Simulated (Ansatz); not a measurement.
# MnPt: the cost of one run

Method: DFT PBEsol, scalar-relativistic, plane waves, PAW, in Ansatz 0.2.0.

2 further runs of the same task are left out: 2 set aside as unsound or not needed.

## Step 1: Starting point

The structure is tetragonal, space group P4/mmm (No. 123). The conventional cell has a = 2.869 Å, b = 2.869 Å, c = 3.496 Å, α = 90.00°, β = 90.00°, γ = 90.00°. Around Mn (site symmetry 4/mmm) lie 8 Pt at 2.68 Å and 4 Mn at 2.87 Å. Pt (site symmetry 4/mmm) is surrounded by 8 Mn at 2.68 Å and 4 Pt at 2.87 Å.

Coordinates:

```cif
data_structure
_symmetry_space_group_name_H-M 'P4/mmm'
_symmetry_Int_Tables_number 123
_cell_length_a 2.8693
_cell_length_b 2.8693
_cell_length_c 3.4963
_cell_angle_alpha 90.000
_cell_angle_beta 90.000
_cell_angle_gamma 90.000
_cell_volume 28.79
loop_
_atom_site_label
_atom_site_type_symbol
_atom_site_symmetry_multiplicity
_atom_site_Wyckoff_symbol
_atom_site_fract_x
_atom_site_fract_y
_atom_site_fract_z
_atom_site_occupancy
Mn1 Mn 1 a 0.00000 0.00000 0.00000 1
Pt1 Pt 1 d 0.50000 0.50000 0.50000 1
```

This cell was relaxed beforehand with the same method: volume 14.39 Å³/atom, gap on the mesh none (metal), site moments up to 3.7 μB.

## Step 2: The cell under 2 GPa

At a set pressure the run lowers the enthalpy E + PV, so the energy alone may rise along the way.

The input, input.yaml:

```yaml
crystal:
  lattice:
    - [2.8693309362, 0.0, 0.0]
    - [0.0, 2.8693309362, 0.0]
    - [0.0, 0.0, 3.4963101569]
  atoms:
    - { symbol: Mn, position: [0.0, 0.0, 0.0], spin: 4.08 }
    - { symbol: Pt, position: [0.5, 0.5, 0.5], spin: 0.47 }
basis:
  ecutwfc: 420
kpoints:
  mp_grid: { grid: [14, 14, 12] }
hamiltonian:
  xc: pbesol
scf:
  occupations: { method: gaussian, width: 0.2 }
output:
  forces: true
  stress: true
  eigenvalues: true
  populations: true
magnetization:
  spin_polarized: true
relax:
  adjacent_minimum: "off"
  f_tol: 0.001
  max_steps: 60
  cell: { stress_tol: 0.02, p_target: 2.0 }
```

Launch:

```
> ansatz run input.yaml --threads 1 --pin off --max-ram 3072MiB --backend cpu --events-out ev --progress --plain --runs-dir out
```

**Question.** How long does this run take on 1 thread of Arm Neoverse V1, shared host, and how much memory does it need?

About 2 min, with a peak of 0.54 GiB.
